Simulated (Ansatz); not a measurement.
# Ga: the cost of one run

Method: DFT PBE, scalar-relativistic, plane waves, PAW, unless a step names another level, in Ansatz 0.2.0.

2 further runs of the same task are left out: 1 that didn't finish, 1 set aside as unsound or not needed.

### 1 The structure to begin with

Symmetry: P6/mmm, No. 191, hexagonal system. Conventional cell: a = 2.815 Å, b = 2.815 Å, c = 28.420 Å, α = 90.00°, β = 90.00°, γ = 120.00°. Around Ga (site symmetry 6mm) lie 7 Ga at 2.71 to 2.81 Å.

Coordinates:

```cif
data_structure
_symmetry_space_group_name_H-M 'P 1'
_symmetry_Int_Tables_number 1
_cell_length_a 2.8148
_cell_length_b 2.8148
_cell_length_c 28.4202
_cell_angle_alpha 90.000
_cell_angle_beta 90.000
_cell_angle_gamma 120.000
_cell_volume 195.01
loop_
_atom_site_label
_atom_site_type_symbol
_atom_site_fract_x
_atom_site_fract_y
_atom_site_fract_z
_atom_site_occupancy
Ga1 Ga 0.00000 0.00000 0.34676 1
Ga2 Ga 0.00000 0.00000 0.25140 1
```

The cell was relaxed beforehand at this level, from a generated guess; it needn't be the stable form of this composition. At a tolerance of 0.05 Å it has layer group p6/mmm (No. 80); it has 3.43 Å²/atom, an uncorrected energy of +0.19 eV/atom over the standard state.

Only a and b are periodic; c spans vacuum, so the box's volume, pressure and space group aren't properties of the sheet.

### 2 Static run: bands, density of states and charges

File input.yaml:

```yaml
crystal:
  lattice:
    - [2.8148116213, 0.0, 0.0]
    - [-1.4074058106, 2.4376983709, 0.0]
    - [0.0, 0.0, 28.42017296]
  atoms:
    - { symbol: Ga, position: [0.0, 0.0, 0.3467639335] }
    - { symbol: Ga, position: [0.0, 0.0, 0.2514027288] }
  periodic: [true, true, false]
basis:
  ecutwfc: 420
kpoints:
  mp_grid: { grid: [24, 24, 1] }
  band_path:
    path:
      - [0.0, 0.0, 0.0]
      - [0.5, 0.0, 0.0]
      - [0.33333333, 0.33333333, 0.0]
      - [0.0, 0.0, 0.0]
    npoints: 14
hamiltonian:
  xc: pbe
scf:
  occupations: { method: gaussian, width: 0.1 }
  n_extra_bands: 6
output:
  forces: true
  stress: true
  eigenvalues: true
  populations: true
  dos: { projected: true, de: 0.02, nscf_kmesh: { grid: [29, 29, 1] } }
  bader: true
  write_density: true
  write_potential: true
  elf: true
  volumetric_format: npy
```

Launch:

```bash
$ ansatz run input.yaml --threads 1 --pin off --max-ram 2048MiB --backend cpu --events-out ev --progress --plain --runs-dir out
```

**Question.** How long does this run take on 1 thread of Arm Neoverse V2, shared host, and how much memory does it need?

About 36 s, with a peak of 0.51 GiB.
